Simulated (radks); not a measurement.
# O⁺ in 1s1 2s2 2p3 3d1: an all-electron calculation

Wanted: eigenvalues, radial structure and energy terms of the oxygen ion O+.

Method: Dirac Kohn-Sham, LDA (Slater exchange, Perdew-Wang correlation), spin-unpolarised, spherical densities, point nucleus; open shells fill j = l - 1/2 first. Code: radks (a radial shooting solver on a logarithmic mesh, Libxc functionals) version 1.

### 1 The system

```
element       : oxygen (Z = 8)
charge        : +1
electrons     : 7
configuration : 1s1 2s2 2p3 3d1
```

### 2 Self-consistent calculation

Input:

```text
Z 8
configuration 1s1 2s2 2p3 3d1
relativity Dirac
functional lda,pw
spin unpolarised
j_filling energy
nucleus point
c 137.035999084
```

Q: Predict the outcome of this run.

**Answer**, as computed:

```
                        quantity                   value
                    total energy       -53.08748 hartree
exchange-correlation share of it                 10.08 %
                            −T/E                  0.9963
          highest occupied level        3d3/2, -4.411 eV
    most extended occupied level  3d3/2, <r> = 4.87 bohr
 radius at density 0.001 e/bohr³               4.11 bohr
    maxima of the radial density                       3
```

**Reading.** The radial density shows 3 maxima for 3 occupied principal shells. This is not the tabulated ground configuration, so its levels and sizes aren't those of the ground state, and no measured value stands beside it.
